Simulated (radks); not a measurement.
# K⁴⁺ in [Ne] 3s2 3p3: an all-electron calculation

The task here is to estimate one member of a computed series from the others.

The numbers are computed with radks (a radial shooting solver on a logarithmic mesh, Libxc functionals) version 1 (non-relativistic Kohn-Sham, PBEsol, spin-polarised, spherical densities, point nucleus; open shells are filled with parallel spins first), except any that are marked as measured or tabulated.

**The system**

| Item | Value |
| --- | --- |
| element | potassium (Z = 19) |
| charge | +4 |
| electrons | 15 |
| configuration | [Ne] 3s2 3p3 |

Outer shells as boxes (Hund's rule):

K⁴⁺
```
[Ne] core
3s [↑↓]
3p [↑ ][↑ ][↑ ]
```

Set-up of the first run:

The run's settings:

```text
Z 19
configuration [Ne] 3s2 3p3 4s0 3d0 4p0 4f0
relativity non-relativistic
functional pbe_sol,pbe_sol
spin polarised
nucleus point
```

Started as:

```sh
$ python run_ks.py task.json out
```

This one command runs every case of the session in turn.

Among the steps run: Self-consistent calculation.

One table of the session follows, with a row left open; its other results are not shown here.

It belongs to the step «Radial structure». Radial moments (bohr):

| level | <r> | outermost maximum (interpolated) | 90 % within | nodes |
| --- | --- | --- | --- | --- |
| 1s up | 0.08163 | 0.0536 | 0.146 | 0 |
| 1s down | 0.08161 | 0.0536 | 0.146 | 0 |
| 2s up | 0.3897 | 0.320 | 0.607 | 1 |
| 2s down | 0.3892 | 0.320 | 0.606 | 1 |
| 2p up | 0.3504 | 0.263 | 0.579 | 0 |
| 2p down | 0.3501 | 0.263 | 0.578 | 0 |
| 3s up | 1.171 | 1.04 | 1.73 | 2 |
| 3s down | ? | ? | ? | ? |
| 3p up | 1.235 | 1.08 | 1.86 | 1 |
| 3p down | 1.252 | 1.08 | 1.90 | 1 |
| 3d up | 1.366 | 1.11 | 2.16 | 0 |
| 3d down | 1.411 | 1.11 | 2.26 | 0 |
| 4s up | 2.679 | 2.54 | 3.82 | 3 |

**Question.** Estimate the row for 3s down.

The run gave: <r>: 1.180; outermost maximum (interpolated): 1.04; 90 % within: 1.75; nodes: 2. In the column «<r>» it lies between 3s up (1.171) and 3p up (1.235).

To keep in mind: Open shells are spherical and high-spin; term and fine-structure splittings are not resolved.
